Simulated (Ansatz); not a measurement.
**GeH₃Cl + H₂O: a complex and its separated parts**

The complex below is one end of an elementary step. How strongly is it bound against its free parts?

The runs use Ansatz 0.2.0, Gaussian basis; PBE0-D4/def2-TZVP structures, single points in def2-TZVPP, no counterpoise correction.

Levels: SPW92, PBE-D4, BLYP-D4, r2SCAN-D4, B97M-V, PBE0-D4, B3LYP-D4, r2SCAN0-D4, BHLYP-D4, CAM-B3LYP-D4, wB97X-V, wB97M-V, B2PLYP, PBE-QIDH, RPA on PBE, Hartree-Fock, MP2, CCSD, CCSD(T).

Cores are frozen in the correlated methods. Filled d shells of the heavier atoms are correlated. B3LYP uses VWN-RPA correlation. B2PLYP carries no dispersion term here.

94 further runs of the same task are left out: 94 set aside as unsound or not needed.

### Step 1. Starting geometry

The complex: 8 atoms, charge 0, spin multiplicity 1.

Atoms are counted from 1 here; the program's logs count them from 0.

Bond lengths: Ge1–H3 1.534 Å, Ge1–H4 1.527 Å, Ge1–H5 1.528 Å, Ge1–Cl7 2.174 Å, O2–H6 0.963 Å, O2–H8 0.960 Å. Angles: H3–Ge1–H4 112.0°, H3–Ge1–H5 111.5°, H3–Ge1–Cl7 104.8°, H4–Ge1–H5 113.6°, H4–Ge1–Cl7 107.2°, H5–Ge1–Cl7 107.1°, H6–O2–H8 105.0°.

Geometry (Å):

```mol
ClGeH5O
  3D, bonds by distance, orders not assigned

  8  6  0  0  0  0  0  0  0  0999 V2000
   -0.6041   -1.1108   -0.2706 Ge  0  0
    1.0094    1.4388    0.9481 O   0  0
   -1.3049   -2.3046   -0.9327 H   0  0
    0.5606   -1.5487    0.6143 H   0  0
   -1.6027   -0.1986    0.4412 H   0  0
    1.1607    1.4363   -0.0028 H   0  0
    0.2348    0.0269   -1.9221 Cl  0  0
    0.5464    2.2607    1.1244 H   0  0
  1  3  8  0
  1  4  8  0
  1  5  8  0
  1  7  8  0
  2  6  8  0
  2  8  8  0
M  END
```

Its parts: GeH₃Cl holds atoms 1, 3, 4, 5, 7; H₂O holds atoms 2, 6, 8. Each part counts its atoms afresh in its own runs.

### Step 2. Relaxing GeH₃Cl alone

The input, relax-a/in.yaml:

```yaml
crystal:
  periodic: [false, false, false]
  atoms:
    - {symbol: Ge, position_ang: [-0.604064, -1.110803, -0.270606]}
    - {symbol: H, position_ang: [-1.304922, -2.304574, -0.932655]}
    - {symbol: H, position_ang: [0.560553, -1.548675, 0.614338]}
    - {symbol: H, position_ang: [-1.602709, -0.198612, 0.441248]}
    - {symbol: Cl, position_ang: [0.234837, 0.026916, -1.922097]}
basis:
  gaussian: {orbitals: def2-TZVP}
hamiltonian: {xc: pbe0, dispersion: d4}
relax: {f_tol: 0.005, max_steps: 200}
```

The run is started by

```
> ansatz run in.yaml --threads 4 --pin off --events-out ev --progress --plain --max-ram 9574MiB
```

Standard output (excerpt; [...] marks lines left out):

```text
Functional definition: PBE0
  name "PBE0"
  cite "Adamo & Barone, J. Chem. Phys. 110, 6158 (1999) doi:10.1063/1.478522"
  cite "Perdew, Burke & Ernzerhof, Phys. Rev. Lett. 77, 3865 (1996) doi:10.1103/PhysRevLett.77.3865"
  parent pbe
[...]
801 factors; their error is unknown
[...]
mean field -69079.72041572 eV, -2538.6329013616 hartree, gradient 2.0e-5 eV, S^2 0.000000; 0 other end points of the search recorded, 0 dependent functions left out
[...]
reference -69079.72044185 eV, -2538.6329023216 hartree; 26, 26 occupied and 77, 77 virtual orbitals, 801 factors
[...]
reference -69079.72711226 eV, -2538.6331474549 hartree; 26, 26 occupied and 77, 77 virtual orbitals, 801 factors
Total energy: -69079.79030954 eV, -2538.6354699119 hartree
Atom 0 at    -0.606376    -1.112818    -0.293553 Å, force     0.002967     0.003674    -0.002667 eV/Å
Atom 1 at    -1.311913    -2.319529    -0.919800 Å, force    -0.001476    -0.002486    -0.001247 eV/Å
Atom 2 at     0.553560    -1.540640     0.610840 Å, force     0.000613    -0.000586     0.001367 eV/Å
Atom 3 at    -1.591404    -0.198638     0.441518 Å, force    -0.001213     0.000644     0.001417 eV/Å
Atom 4 at     0.239827     0.035876    -1.908777 Å, force    -0.000891    -0.001246     0.001130 eV/Å
Dipole moment:    -0.160800    -0.218273     0.306861 e Å
```

Wall time 3.8 s (4 threads of Arm Neoverse V1, shared host).

Step by step:

| step | energy from step 1 (eV) | largest force component (eV/Å) |
| --- | --- | --- |
| 1 | 0.0000 | 0.4642 |
| 2 | -0.0060 | 0.0682 |
| 3 | -0.0065 | 0.0470 |
| 4 | -0.0067 | 0.0037 |

Distances of close pairs at the start and the end, largest changes first:

| bond | before (Å) | after (Å) | change (Å) |
| --- | --- | --- | --- |
| Ge1–Cl5 | 2.174 | 2.155 | -0.019 |
| Ge1–H3 | 1.527 | 1.532 | +0.005 |
| Ge1–H4 | 1.528 | 1.532 | +0.003 |
| Ge1–H2 | 1.534 | 1.532 | -0.003 |

### Step 3. Relaxing H₂O alone

The input, relax-b/in.yaml:

```yaml
crystal:
  periodic: [false, false, false]
  atoms:
    - {symbol: O, position_ang: [1.009358, 1.438757, 0.948095]}
    - {symbol: H, position_ang: [1.160692, 1.436326, -0.002767]}
    - {symbol: H, position_ang: [0.546355, 2.260664, 1.124443]}
basis:
  gaussian: {orbitals: def2-TZVP}
hamiltonian: {xc: pbe0, dispersion: d4}
relax: {f_tol: 0.005, max_steps: 200}
```

The run is started by

```
> ansatz run in.yaml --threads 4 --pin off --events-out ev --progress --plain --max-ram 9574MiB
```

Standard output (excerpt; [...] marks lines left out):

```text
[... 5 set-up lines as earlier in the session ...]
[...]
239 factors; their error is unknown
[...]
mean field -2078.33279299 eV, -76.3773213979 hartree, gradient 1.3e-5 eV, S^2 0.000000; 0 other end points of the search recorded, 0 dependent functions left out
[...]
reference -2078.33309031 eV, -76.3773323239 hartree; 5, 5 occupied and 38, 38 virtual orbitals, 239 factors
Total energy: -2078.33734583 eV, -76.3774887118 hartree
Atom 0 at     1.009557     1.438805     0.946671 Å, force     0.001240    -0.003318     0.003274 eV/Å
Atom 1 at     1.160265     1.436597    -0.000966 Å, force    -0.001118     0.002344    -0.000779 eV/Å
Atom 2 at     0.546583     2.260345     1.124066 Å, force    -0.000122     0.000974    -0.002496 eV/Å
Dipole moment:    -0.115159     0.302157    -0.284055 e Å
```

Run time: 0.55 s. Hardware: 4 threads of Arm Neoverse V1, shared host.

The steps of the relaxation:

| step | energy from step 1 (eV) | largest force component (eV/Å) |
| --- | --- | --- |
| 1 | 0.0000 | 0.1685 |
| 2 | -0.0003 | 0.0385 |
| 3 | -0.0003 | 0.0033 |

Distances of close pairs at the start and the end, largest changes first:

| bond | before (Å) | after (Å) | change (Å) |
| --- | --- | --- | --- |
| O1–H2 | 0.963 | 0.960 | -0.003 |
| O1–H3 | 0.960 | 0.960 | -0.000 |

### Step 4. SPW92/def2-TZVPP

The input, parta/in.yaml:

```yaml
crystal:
  periodic: [false, false, false]
  atoms:
    - {symbol: Ge, position_ang: [-0.606376, -1.112818, -0.293553]}
    - {symbol: H, position_ang: [-1.311913, -2.319529, -0.919800]}
    - {symbol: H, position_ang: [0.553560, -1.540640, 0.610840]}
    - {symbol: H, position_ang: [-1.591404, -0.198638, 0.441518]}
    - {symbol: Cl, position_ang: [0.239827, 0.035876, -1.908777]}
basis:
  gaussian: {orbitals: def2-TZVPP}
hamiltonian: {xc: lda}
```

The input, partb/in.yaml:

```yaml
crystal:
  periodic: [false, false, false]
  atoms:
    - {symbol: O, position_ang: [1.009557, 1.438805, 0.946671]}
    - {symbol: H, position_ang: [1.160265, 1.436597, -0.000966]}
    - {symbol: H, position_ang: [0.546583, 2.260345, 1.124066]}
basis:
  gaussian: {orbitals: def2-TZVPP}
hamiltonian: {xc: lda}
```

The same command starts each run, in its folder.

The run is started by

```
> ansatz run in.yaml --threads 4 --pin off --events-out ev --progress --plain --max-ram 9574MiB
```

Log of parta (excerpt; [...] marks lines left out):

```text
Functional definition: SPW92
  name "SPW92"
  cite "Dirac, Proc. Camb. Phil. Soc. 26, 376 (1930) doi:10.1017/S0305004100016108"
  cite "Slater, Phys. Rev. 81, 385 (1951) doi:10.1103/PhysRev.81.385"
  cite "Perdew & Wang, Phys. Rev. B 45, 13244 (1992) doi:10.1103/PhysRevB.45.13244"
[...]
829 factors; their error is unknown
[...]
mean field -68963.67386559 eV, -2534.3682693034 hartree, gradient 3.0e-5 eV, S^2 0.000000; 0 other end points of the search recorded, 0 dependent functions left out
reference -68963.67389813 eV, -2534.3682704994 hartree; 26, 26 occupied and 106, 106 virtual orbitals, 829 factors
Total energy: -68963.67389813 eV, -2534.3682704994 hartree
```

Log of partb (excerpt; [...] marks lines left out):

```text
[... 5 set-up lines as earlier in the session ...]
[...]
269 factors; their error is unknown
[...]
mean field -2065.39691927 eV, -75.9019368069 hartree, gradient 5.3e-5 eV, S^2 0.000000; 0 other end points of the search recorded, 0 dependent functions left out
reference -2065.39693810 eV, -75.9019374989 hartree; 5, 5 occupied and 54, 54 virtual orbitals, 269 factors
Total energy: -2065.39693810 eV, -75.9019374989 hartree
```

They took 0.45 s (parta), 0.15 s (partb) on 4 threads of Arm Neoverse V1, shared host.

### Step 5. PBE-D4/def2-TZVPP

The same edit goes into each in.yaml of step 4 (parta, partb):

```diff
-hamiltonian: {xc: lda}
+hamiltonian: {xc: pbe, dispersion: d4}
```

Each run has its own folder and the same command.

The run is started by

```
> ansatz run in.yaml --threads 4 --pin off --events-out ev --progress --plain --max-ram 9574MiB
```

Log of parta (excerpt; [...] marks lines left out):

```text
Functional definition: PBE
  name "PBE"
[... 2 set-up lines as earlier in the session ...]
[...]
829 factors; their error is unknown
[...]
mean field -69077.12127929 eV, -2538.5373848593 hartree, gradient 3.8e-5 eV, S^2 0.000000; 0 other end points of the search recorded, 0 dependent functions left out
reference -69077.12131403 eV, -2538.5373861361 hartree; 26, 26 occupied and 106, 106 virtual orbitals, 829 factors
Total energy: -69077.19692968 eV, -2538.5401649599 hartree
```

Log of partb (excerpt; [...] marks lines left out):

```text
[... 4 set-up lines as earlier in the session ...]
[...]
269 factors; their error is unknown
[...]
mean field -2078.40751171 eV, -76.3800672603 hartree, gradient 4.4e-5 eV, S^2 0.000000; 0 other end points of the search recorded, 0 dependent functions left out
reference -2078.40753219 eV, -76.3800680126 hartree; 5, 5 occupied and 54, 54 virtual orbitals, 269 factors
Total energy: -2078.41284887 eV, -76.3802633972 hartree
```

Times: 0.65 s (parta), 0.15 s (partb) on 4 threads of Arm Neoverse V1, shared host.

### Step 6. BLYP-D4/def2-TZVPP

The same edit goes into each in.yaml of step 5 (parta, partb):

```diff
-hamiltonian: {xc: pbe, dispersion: d4}
+hamiltonian: {xc: {name: BLYP}, dispersion: d4}
```

One command serves all of them, each in its own folder.

The run is started by

```
> ansatz run in.yaml --threads 4 --pin off --events-out ev --progress --plain --max-ram 9574MiB
```

parta printed (excerpt; [...] marks lines left out):

```text
Functional definition: BLYP
  name "BLYP"
  cite "Becke, Phys. Rev. A 38, 3098 (1988) doi:10.1103/PhysRevA.38.3098"
  cite "Lee, Yang & Parr, Phys. Rev. B 37, 785 (1988) doi:10.1103/PhysRevB.37.785"
[...]
829 factors; their error is unknown
[...]
mean field -69092.27133435 eV, -2539.0941391138 hartree, gradient 3.2e-5 eV, S^2 0.000000; 0 other end points of the search recorded, 0 dependent functions left out
reference -69092.27164759 eV, -2539.0941506252 hartree; 26, 26 occupied and 106, 106 virtual orbitals, 829 factors
Total energy: -69092.43849033 eV, -2539.1002819828 hartree
```

Log of partb (excerpt; [...] marks lines left out):

```text
[... 4 set-up lines as earlier in the session ...]
[...]
269 factors; their error is unknown
[...]
mean field -2080.27673723 eV, -76.4487600309 hartree, gradient 8.6e-5 eV, S^2 0.000000; 0 other end points of the search recorded, 0 dependent functions left out
reference -2080.27692678 eV, -76.4487669967 hartree; 5, 5 occupied and 54, 54 virtual orbitals, 269 factors
Total energy: -2080.28976829 eV, -76.4492389138 hartree
```

Wall times: 0.65 s (parta), 0.2 s (partb) on 4 threads of Arm Neoverse V1, shared host.

### Step 7. r2SCAN-D4/def2-TZVPP

The same edit goes into each in.yaml of step 6 (parta, partb):

```diff
-hamiltonian: {xc: {name: BLYP}, dispersion: d4}
+hamiltonian: {xc: r2scan, dispersion: d4}
```

The same command starts each run, in its folder.

The run is started by

```
> ansatz run in.yaml --threads 4 --pin off --events-out ev --progress --plain --max-ram 9574MiB
```

parta printed (excerpt; [...] marks lines left out):

```text
Functional definition: r2SCAN
  name "r2SCAN"
  cite "Furness, Kaplan, Ning, Perdew & Sun, J. Phys. Chem. Lett. 11, 8208 (2020) doi:10.1021/acs.jpclett.0c02405"
  cite "Furness, Kaplan, Ning, Perdew & Sun, J. Phys. Chem. Lett. 11, 9248 (2020) doi:10.1021/acs.jpclett.0c03077"
  parent r2scan
[...]
829 factors; their error is unknown
[...]
mean field -69089.95275278 eV, -2539.0089328128 hartree, gradient 2.3e-5 eV, S^2 0.000000; 0 other end points of the search recorded, 0 dependent functions left out
reference -69089.95276198 eV, -2539.0089331509 hartree; 26, 26 occupied and 106, 106 virtual orbitals, 829 factors
Total energy: -69089.96911330 eV, -2539.0095340508 hartree
```

partb printed (excerpt; [...] marks lines left out):

```text
[... 5 set-up lines as earlier in the session ...]
[...]
269 factors; their error is unknown
[...]
mean field -2079.58110812 eV, -76.4231961327 hartree, gradient 8.5e-5 eV, S^2 0.000000; 0 other end points of the search recorded, 0 dependent functions left out
reference -2079.58111332 eV, -76.4231963239 hartree; 5, 5 occupied and 54, 54 virtual orbitals, 269 factors
Total energy: -2079.58238576 eV, -76.4232430852 hartree
```

Times: 1.6 s (parta), 0.45 s (partb) on 4 threads of Arm Neoverse V1, shared host.

### Step 8. B97M-V/def2-TZVPP

Each input of step 7 (parta, partb) changes in the same lines:

```diff
-hamiltonian: {xc: r2scan, dispersion: d4}
+hamiltonian: {xc: {name: B97M-V}}
```

Each run has its own folder and the same command.

The run is started by

```
> ansatz run in.yaml --threads 4 --pin off --events-out ev --progress --plain --max-ram 9574MiB
```

Output in parta (excerpt; [...] marks lines left out):

```text
Functional definition: B97M-V
  name "B97M-V"
  cite "Mardirossian & Head-Gordon, J. Chem. Phys. 142, 074111 (2015) doi:10.1063/1.4907719"
  cite "Becke, J. Chem. Phys. 107, 8554 (1997) doi:10.1063/1.475007"
  cite "Vydrov & Van Voorhis, J. Chem. Phys. 133, 244103 (2010) doi:10.1063/1.3521275"
  # Of w^i u^j: cxij and so on, Table III.
[...]
  gx(w, u) = cx00 + cx01*u + cx02*u^2 + (cx10 + cx11*u)*w
[...]
  gos(w, u) = cos00 + cos01*u + cos03*u^3 + cos10*w + cos32*w^3*u^2
[...]
      + integral(e_c_pw_mod_opposite_spin*gos(b97_w_opposite, b97_u_opposite)) + vv10(b, c)
829 factors; their error is unknown
[...]
mean field -69077.36569832 eV, -2538.5463670929 hartree, gradient 3.5e-5 eV, S^2 0.000000; 0 other end points of the search recorded, 0 dependent functions left out
reference -69077.36574406 eV, -2538.5463687740 hartree; 26, 26 occupied and 106, 106 virtual orbitals, 829 factors
Total energy: -69077.36574406 eV, -2538.5463687740 hartree
```

partb printed (excerpt; [...] marks lines left out):

```text
[... 5 set-up lines as earlier in the session ...]
  # Of w^i u^j: cxij and so on, Table III.
[...]
  gx(w, u) = cx00 + cx01*u + cx02*u^2 + (cx10 + cx11*u)*w
[...]
  gos(w, u) = cos00 + cos01*u + cos03*u^3 + cos10*w + cos32*w^3*u^2
[...]
      + integral(e_c_pw_mod_opposite_spin*gos(b97_w_opposite, b97_u_opposite)) + vv10(b, c)
269 factors; their error is unknown
[...]
mean field -2079.93546438 eV, -76.4362184852 hartree, gradient 2.9e-5 eV, S^2 0.000000; 0 other end points of the search recorded, 0 dependent functions left out
reference -2079.93549120 eV, -76.4362194706 hartree; 5, 5 occupied and 54, 54 virtual orbitals, 269 factors
Total energy: -2079.93549120 eV, -76.4362194706 hartree
```

They took 2.8 s (parta), 0.45 s (partb) on 4 threads of Arm Neoverse V1, shared host.

### Step 9. PBE0-D4/def2-TZVPP

The same edit goes into each in.yaml of step 8 (parta, partb):

```diff
-hamiltonian: {xc: {name: B97M-V}}
+hamiltonian: {xc: pbe0, dispersion: d4}
+output: {orbitals: {seedname: orbitals}}
```

Each run has its own folder and the same command.

The run is started by

```
> ansatz run in.yaml --threads 4 --pin off --events-out ev --progress --plain --max-ram 9574MiB
```

parta printed (excerpt; [...] marks lines left out):

```text
[... 5 set-up lines as earlier in the session ...]
[...]
903 factors; their error is unknown
[...]
mean field -69079.74689406 eV, -2538.6338744225 hartree, gradient 2.3e-5 eV, S^2 0.000000; 0 other end points of the search recorded, 0 dependent functions left out
reference -69079.74692025 eV, -2538.6338753849 hartree; 26, 26 occupied and 106, 106 virtual orbitals, 903 factors
Total energy: -69079.81011752 eV, -2538.6361978418 hartree
```

Log of partb (excerpt; [...] marks lines left out):

```text
[... 5 set-up lines as earlier in the session ...]
[...]
269 factors; their error is unknown
[...]
mean field -2078.42780624 eV, -76.3808130705 hartree, gradient 1.2e-5 eV, S^2 0.000000; 0 other end points of the search recorded, 0 dependent functions left out
reference -2078.42782074 eV, -76.3808136034 hartree; 5, 5 occupied and 54, 54 virtual orbitals, 269 factors
Total energy: -2078.43207627 eV, -76.3809699912 hartree
```

Wall times: 0.85 s (parta), 0.15 s (partb) on 4 threads of Arm Neoverse V1, shared host.

### Step 10. B3LYP-D4/def2-TZVPP

Each input of step 9 (parta, partb) changes in the same lines:

```diff
-hamiltonian: {xc: pbe0, dispersion: d4}
-output: {orbitals: {seedname: orbitals}}
+hamiltonian: {xc: {name: B3LYP}, dispersion: d4}
```

Each run has its own folder and the same command.

The run is started by

```
> ansatz run in.yaml --threads 4 --pin off --events-out ev --progress --plain --max-ram 9574MiB
```

parta printed (excerpt; [...] marks lines left out):

```text
Functional definition: B3LYP
  name "B3LYP"
  cite "Stephens, Devlin, Chabalowski & Frisch, J. Phys. Chem. 98, 11623 (1994) doi:10.1021/j100096a001"
[... 2 set-up lines as earlier in the session ...]
  cite "Vosko, Wilk & Nusair, Can. J. Phys. 58, 1200 (1980) doi:10.1139/p80-159"
[...]
879 factors; their error is unknown
[...]
mean field -69092.87748065 eV, -2539.1164145794 hartree, gradient 2.5e-5 eV, S^2 0.000000; 0 other end points of the search recorded, 0 dependent functions left out
reference -69092.87771584 eV, -2539.1164232224 hartree; 26, 26 occupied and 106, 106 virtual orbitals, 879 factors
Total energy: -69093.00195774 eV, -2539.1209890282 hartree
```

partb printed (excerpt; [...] marks lines left out):

```text
[... 6 set-up lines as earlier in the session ...]
[...]
269 factors; their error is unknown
[...]
mean field -2080.76395079 eV, -76.4666647990 hartree, gradient 1.1e-5 eV, S^2 0.000000; 0 other end points of the search recorded, 0 dependent functions left out
reference -2080.76408914 eV, -76.4666698834 hartree; 5, 5 occupied and 54, 54 virtual orbitals, 269 factors
Total energy: -2080.77251461 eV, -76.4669795138 hartree
```

Times: 0.85 s (parta), 0.2 s (partb) on 4 threads of Arm Neoverse V1, shared host.

### Step 11. r2SCAN0-D4/def2-TZVPP

The same edit goes into each in.yaml of step 10 (parta, partb):

```diff
-hamiltonian: {xc: {name: B3LYP}, dispersion: d4}
+hamiltonian: {xc: {name: r2SCAN0}, dispersion: d4}
```

One command serves all of them, each in its own folder.

The run is started by

```
> ansatz run in.yaml --threads 4 --pin off --events-out ev --progress --plain --max-ram 9574MiB
```

parta printed (excerpt; [...] marks lines left out):

```text
Functional definition: r2SCAN0
  name "r2SCAN0"
  cite "Bursch, Neugebauer, Ehlert & Grimme, J. Chem. Phys. 156, 134105 (2022) doi:10.1063/5.0086040"
[... 3 set-up lines as earlier in the session ...]
[...]
903 factors; their error is unknown
[...]
mean field -69089.37789193 eV, -2538.9878070663 hartree, gradient 4.9e-5 eV, S^2 0.000000; 0 other end points of the search recorded, 0 dependent functions left out
reference -69089.37789926 eV, -2538.9878073356 hartree; 26, 26 occupied and 106, 106 virtual orbitals, 903 factors
Total energy: -69089.39771668 eV, -2538.9885356122 hartree
```

Log of partb (excerpt; [...] marks lines left out):

```text
[... 6 set-up lines as earlier in the session ...]
[...]
269 factors; their error is unknown
[...]
mean field -2079.27470487 eV, -76.4119360210 hartree, gradient 2.0e-5 eV, S^2 0.000000; 0 other end points of the search recorded, 0 dependent functions left out
reference -2079.27470897 eV, -76.4119361717 hartree; 5, 5 occupied and 54, 54 virtual orbitals, 269 factors
Total energy: -2079.27611303 eV, -76.4119877697 hartree
```

They took 1.8 s (parta), 0.45 s (partb) on 4 threads of Arm Neoverse V1, shared host.

### Step 12. BHLYP-D4/def2-TZVPP

Each input of step 11 (parta, partb) changes in the same lines:

```diff
-hamiltonian: {xc: {name: r2SCAN0}, dispersion: d4}
+hamiltonian: {xc: {name: BHLYP}, dispersion: d4}
```

Each run has its own folder and the same command.

The run is started by

```
> ansatz run in.yaml --threads 4 --pin off --events-out ev --progress --plain --max-ram 9574MiB
```

parta printed (excerpt; [...] marks lines left out):

```text
Functional definition: BHLYP
  name "BHLYP"
  cite "Becke, J. Chem. Phys. 98, 1372 (1993) doi:10.1063/1.464304"
[... 2 set-up lines as earlier in the session ...]
[...]
981 factors; their error is unknown
[...]
mean field -69090.52622289 eV, -2539.0300074505 hartree, gradient 6.2e-5 eV, S^2 0.000000; 0 other end points of the search recorded, 0 dependent functions left out
reference -69090.52638316 eV, -2539.0300133404 hartree; 26, 26 occupied and 106, 106 virtual orbitals, 981 factors
Total energy: -69090.62980347 eV, -2539.0338139665 hartree
```

Output in partb (excerpt; [...] marks lines left out):

```text
[... 5 set-up lines as earlier in the session ...]
[...]
295 factors; their error is unknown
[...]
mean field -2079.57894600 eV, -76.4231166761 hartree, gradient 2.0e-5 eV, S^2 0.000000; 0 other end points of the search recorded, 0 dependent functions left out
reference -2079.57903678 eV, -76.4231200124 hartree; 5, 5 occupied and 54, 54 virtual orbitals, 295 factors
Total energy: -2079.58398825 eV, -76.4233019757 hartree
```

They took 0.8 s (parta), 0.2 s (partb) on 4 threads of Arm Neoverse V1, shared host.

(Part 1 of 2 ends here.)
